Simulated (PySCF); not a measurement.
# C3H10OSi: NMR shifts at several levels of theory, part 2 of 2

PySCF 2.14.0. Atoms count from 0. Earlier steps stand in the parts before.

### Step 6. Shielding tensors: PBE0/IGLO-III

What the job is given:

```
{"job": {"kind": "nmr", "xc": "PBE0", "basis": "IGLO-III", "pop": true}, "charge": 0, "multiplicity": 1}
C     -0.301975     1.380409    -1.088581
Si    -0.217938     0.018423     0.202177
C     -0.681135    -1.632293    -0.538252
C      1.506329    -0.044575     0.944814
O     -1.357300     0.292148     1.405241
H      0.414042     1.199462    -1.906351
H     -0.065666     2.365554    -0.654458
H     -1.310499     1.438938    -1.527464
H     -0.648858    -2.425038     0.225082
H      0.010976    -1.910401    -1.348776
H     -1.700171    -1.603294    -0.953847
H      2.265423    -0.247140     0.172145
H      1.775097     0.907365     1.430941
H      1.573784    -0.840598     1.703147
H     -1.270929     1.117011     1.890361
```

Method: GIAO PBE0/IGLO-III NMR shielding, non-relativistic, gas phase.

The log of the run:

```text
coarse grid: 12168 points
cycle   1  E = -484.7344086507  dE =  1.566e-01  |g| = 8.625e-01  |ddm| = 2.413e+00
cycle   2  E = -484.5814594136  dE =  1.529e-01  |g| = 1.250e+00  |ddm| = 1.238e+00
cycle   3  E = -484.8765949803  dE = -2.951e-01  |g| = 1.596e-01  |ddm| = 8.932e-01
cycle   4  E = -484.8814953642  dE = -4.900e-03  |g| = 3.819e-02  |ddm| = 9.494e-02
cycle   5  E = -484.8818244733  dE = -3.291e-04  |g| = 4.563e-03  |ddm| = 2.146e-02
cycle   6  E = -484.8818277891  dE = -3.316e-06  |g| = 1.314e-03  |ddm| = 3.917e-03
final grid: 110480 points
cycle   7  E = -484.8845461212  dE = -8.658e-05  |g| = 8.876e-03  |ddm| = 5.094e-02
cycle   8  E = -484.8845361095  dE =  1.001e-05  |g| = 1.117e-02  |ddm| = 1.066e-02
cycle   9  E = -484.8845635157  dE = -2.741e-05  |g| = 1.423e-03  |ddm| = 5.640e-03
cycle  10  E = -484.8845638506  dE = -3.349e-07  |g| = 2.873e-04  |ddm| = 7.691e-04
cycle  11  E = -484.8845638665  dE = -1.589e-08  |g| = 3.325e-05  |ddm| = 1.802e-04
cycle  12  E = -484.8845638667  dE = -2.551e-10  |g| = 7.732e-06  |ddm| = 2.631e-05
converged SCF energy = -484.8845638667

GIAO shielding tensors (ppm)
atom      isotropic    diamagn.    paramagn.     s11        s22        s33       span
  0 C      181.717     250.617     -68.900    173.900    181.186    190.066     16.165
  1 Si     325.590     892.910    -567.320    308.762    316.591    351.418     42.656
  2 C      184.386     250.205     -65.819    177.206    184.628    191.322     14.116
  3 C      181.657     250.607     -68.950    173.929    181.025    190.016     16.087
  4 O      280.931     384.555    -103.624    270.908    275.747    296.138     25.230
  5 H       31.406      30.446       0.960     27.854     28.966     37.397      9.543
  6 H       31.327      30.121       1.206     27.788     29.064     37.129      9.341
  7 H       31.138      29.664       1.474     27.432     28.867     37.114      9.682
  8 H       31.136      29.272       1.864     27.341     28.738     37.329      9.987
  9 H       31.557      30.093       1.464     27.959     29.113     37.599      9.640
 10 H       31.137      29.256       1.881     27.339     28.723     37.349     10.010
 11 H       31.408      30.457       0.951     27.865     28.973     37.386      9.521
 12 H       31.328      30.108       1.221     27.791     29.047     37.147      9.355
 13 H       31.135      29.670       1.466     27.417     28.893     37.097      9.680
 14 H       31.258      33.119      -1.861     23.707     26.642     43.427     19.721
```

Run time: 32 s. Hardware: 1 thread, shared host.

In short: δ C0 1.2, Si1 19.8, O4 46.3, H14 0.12, H5 0.09 ppm (means over like atoms).

### Step 7. Shielding tensors: PBE0/pcSseg-0

The job, as its differences from that of step 6:

```diff
@@ -1,2 +1,2 @@
-{"job": {"kind": "nmr", "xc": "PBE0", "basis": "IGLO-III", "pop": true}, "charge": 0, "multiplicity": 1}
+{"job": {"kind": "nmr", "xc": "PBE0", "basis": "pcSseg-0", "pop": true}, "charge": 0, "multiplicity": 1}
 C     -0.301975     1.380409    -1.088581
```

Level: GIAO PBE0/pcSseg-0 NMR shielding, non-relativistic, gas phase.

The log of the run:

```text
coarse grid: 12168 points
cycle   1  E = -483.8814930076  dE =  1.267e-01  |g| = 7.367e-01  |ddm| = 3.620e+00
cycle   2  E = -483.8013980164  dE =  8.009e-02  |g| = 9.911e-01  |ddm| = 2.587e+00
cycle   3  E = -483.9886124862  dE = -1.872e-01  |g| = 1.079e-01  |ddm| = 1.745e+00
cycle   4  E = -483.9910704042  dE = -2.458e-03  |g| = 2.495e-02  |ddm| = 1.556e-01
cycle   5  E = -483.9912210101  dE = -1.506e-04  |g| = 1.401e-03  |ddm| = 2.499e-02
cycle   6  E = -483.9912215628  dE = -5.527e-07  |g| = 3.498e-04  |ddm| = 3.668e-03
final grid: 110480 points
cycle   7  E = -483.9909204279  dE = -1.644e-05  |g| = 5.058e-03  |ddm| = 1.945e-02
cycle   8  E = -483.9909187289  dE =  1.699e-06  |g| = 5.785e-03  |ddm| = 1.115e-02
cycle   9  E = -483.9909270043  dE = -8.275e-06  |g| = 5.193e-04  |ddm| = 6.004e-03
cycle  10  E = -483.9909270508  dE = -4.649e-08  |g| = 9.052e-05  |ddm| = 7.778e-04
cycle  11  E = -483.9909270523  dE = -1.520e-09  |g| = 2.115e-05  |ddm| = 1.488e-04
cycle  12  E = -483.9909270524  dE = -1.215e-10  |g| = 2.041e-06  |ddm| = 3.686e-05
converged SCF energy = -483.9909270524

GIAO shielding tensors (ppm)
atom      isotropic    diamagn.    paramagn.     s11        s22        s33       span
  0 C      191.521     262.245     -70.724    184.037    191.300    199.225     15.188
  1 Si     318.918     875.350    -556.432    295.205    306.481    355.068     59.863
  2 C      192.961     261.114     -68.153    185.787    193.444    199.652     13.865
  3 C      191.460     262.244     -70.783    184.073    191.136    199.173     15.101
  4 O      319.432     393.482     -74.050    275.690    328.598    354.009     78.320
  5 H       32.773      32.128       0.645     28.716     30.247     39.356     10.641
  6 H       32.914      32.128       0.786     29.011     30.537     39.193     10.182
  7 H       32.631      31.816       0.815     28.499     30.002     39.391     10.892
  8 H       32.382      31.423       0.959     28.100     29.843     39.204     11.104
  9 H       32.946      31.860       1.087     28.845     30.444     39.550     10.705
 10 H       32.384      31.417       0.968     28.095     29.831     39.226     11.131
 11 H       32.776      32.139       0.637     28.724     30.260     39.344     10.621
 12 H       32.914      32.124       0.790     29.014     30.519     39.208     10.194
 13 H       32.624      31.829       0.796     28.483     30.022     39.367     10.883
 14 H       33.133      30.412       2.721     25.477     28.362     45.559     20.082
```

It took 5.2 s on 1 thread, shared host.

Key values: δ C0 1.5, Si1 29.6, O4 18.4, H5 0.13, H14 -0.30 ppm (means over like atoms).

### Step 8. Shielding tensors: PBE0/pcSseg-2

The job, as its differences from that of step 7:

```diff
@@ -1,2 +1,2 @@
-{"job": {"kind": "nmr", "xc": "PBE0", "basis": "pcSseg-0", "pop": true}, "charge": 0, "multiplicity": 1}
+{"job": {"kind": "nmr", "xc": "PBE0", "basis": "pcSseg-2", "pop": true}, "charge": 0, "multiplicity": 1}
 C     -0.301975     1.380409    -1.088581
```

Level: GIAO PBE0/pcSseg-2 NMR shielding, non-relativistic, gas phase.

The log of the run:

```text
coarse grid: 12168 points
cycle   1  E = -484.7376835004  dE =  1.644e-01  |g| = 8.551e-01  |ddm| = 2.509e+00
cycle   2  E = -484.5852476997  dE =  1.524e-01  |g| = 1.235e+00  |ddm| = 1.569e+00
cycle   3  E = -484.8799647931  dE = -2.947e-01  |g| = 1.584e-01  |ddm| = 1.160e+00
cycle   4  E = -484.8849836106  dE = -5.019e-03  |g| = 3.157e-02  |ddm| = 1.086e-01
cycle   5  E = -484.8852219825  dE = -2.384e-04  |g| = 4.542e-03  |ddm| = 2.178e-02
cycle   6  E = -484.8852257412  dE = -3.759e-06  |g| = 1.271e-03  |ddm| = 4.659e-03
final grid: 110480 points
cycle   7  E = -484.8861878224  dE = -8.967e-05  |g| = 8.561e-03  |ddm| = 3.137e-02
cycle   8  E = -484.8861779816  dE =  9.841e-06  |g| = 1.094e-02  |ddm| = 1.144e-02
cycle   9  E = -484.8862046442  dE = -2.666e-05  |g| = 1.366e-03  |ddm| = 6.703e-03
cycle  10  E = -484.8862049609  dE = -3.167e-07  |g| = 2.778e-04  |ddm| = 9.521e-04
cycle  11  E = -484.8862049751  dE = -1.427e-08  |g| = 3.977e-05  |ddm| = 1.945e-04
cycle  12  E = -484.8862049754  dE = -2.369e-10  |g| = 7.296e-06  |ddm| = 3.398e-05
converged SCF energy = -484.8862049754

GIAO shielding tensors (ppm)
atom      isotropic    diamagn.    paramagn.     s11        s22        s33       span
  0 C      182.158     247.728     -65.570    174.366    181.739    190.370     16.004
  1 Si     320.612     877.720    -557.108    303.211    310.607    348.017     44.806
  2 C      184.802     246.411     -61.610    177.757    185.101    191.548     13.791
  3 C      182.100     247.712     -65.612    174.396    181.579    190.325     15.930
  4 O      280.116     385.452    -105.336    270.918    274.827    294.604     23.686
  5 H       31.297      31.351      -0.054     27.683     28.763     37.444      9.761
  6 H       31.213      31.216      -0.002     27.601     28.893     37.146      9.545
  7 H       31.008      30.726       0.281     27.215     28.659     37.149      9.934
  8 H       30.975      30.180       0.795     27.062     28.524     37.338     10.276
  9 H       31.444      31.054       0.389     27.795     28.885     37.651      9.856
 10 H       30.976      30.162       0.814     27.059     28.510     37.359     10.300
 11 H       31.300      31.358      -0.059     27.695     28.772     37.432      9.738
 12 H       31.215      31.196       0.019     27.603     28.877     37.164      9.562
 13 H       31.005      30.728       0.277     27.200     28.682     37.132      9.932
 14 H       30.847      32.569      -1.722     23.244     25.966     43.332     20.087
```

It took 47 s on 1 thread, shared host.

Key values: δ C0 1.1, Si1 20.7, O4 48.0, H14 0.40, H5 0.09 ppm (means over like atoms).

### Step 9. Side by side: NMR shifts

Shifts (ppm), means over like atoms, with basis size and wall time:

| run | C0 | H5 | H14 | Si1 | O4 | functions | time |
| --- | --- | --- | --- | --- | --- | --- | --- |
| PBE0/cc-pVDZ | 1.3 | 0.00 | -0.14 | 15.9 | 37.0 | 124 | 9.9 s |
| PBE0/cc-pVTZ | 1.1 | 0.07 | 0.28 | 22.3 | 44.7 | 294 | 36 s |
| PBE0/aug-cc-pVDZ | 0.9 | 0.12 | -0.18 | 24.2 | 39.2 | 209 | 21 s |
| PBE0/IGLO-III | 1.2 | 0.09 | 0.12 | 19.8 | 46.3 | 284 | 32 s |
| PBE0/pcSseg-0 | 1.5 | 0.13 | -0.30 | 29.6 | 18.4 | 69 | 5.2 s |
| PBE0/pcSseg-2 | 1.1 | 0.09 | 0.40 | 20.7 | 48.0 | 327 | 47 s |
| measured | – | – | – | 14.8 | – | – | – |

Measured: solution, alcohol/water; C. Corminboeuf, T. Heine, J. Weber, Chem. Phys. Lett. 357 (2002) 1.

### Step 10. Outcome

This closing draws on all 2 parts.

| quantity | value |
| --- | --- |
| point group | Cs |
| rotational constants (main isotopes) | 3.34, 3.30, 3.12 GHz |
| 13C shifts against TMS (PBE0/cc-pVDZ, means over atoms taken as alike) | 1.3 ppm |
| 1H shifts against TMS (PBE0/cc-pVDZ, means over atoms taken as alike) | 0.00, -0.14 ppm |
| 29Si shifts against TMS (PBE0/cc-pVDZ) | 15.9 ppm |
| 17O shifts against H2O (PBE0/cc-pVDZ) | 37.0 ppm |
| measured, and computed on the same scale | Si1 δ 14.8, 15.9 ppm |
| range of the shift of O4 | 18.4 to 48.0 ppm |

In words: Single values in the summary come from the first run of each kind that ended normally (PBE0/cc-pVDZ), which need not be the best level. Relaxing lowered the energy by 0.099 eV in 8 steps; the close pair that moved most is Si1–O4, from 1.640 to 1.679 Å. No frequency check was run at this level, so the end point may be a saddle. At PBE0/cc-pVDZ: Shielding is most anisotropic at Si1 (span 44 ppm, paramagnetic term -483 ppm). The one measured 29Si shift is missed by +1.1 ppm (computed less measured, unscaled). Vibration, temperature and solvent are missing from the calculation, and it holds one conformer, so part of the miss against the measured shifts is not the functional's. In ppm, O4 moves most: its shift spreads over 29.6 ppm, from 18.4 (PBE0/pcSseg-0) to 48.0 (PBE0/pcSseg-2). For the one measured 29Si shift, PBE0/cc-pVDZ misses least (1.1 ppm, 9.9 s) and PBE0/pcSseg-0 most (14.8 ppm, 5.2 s). One molecule ranks no method: errors cancel, and vibration and temperature are missing from all runs.
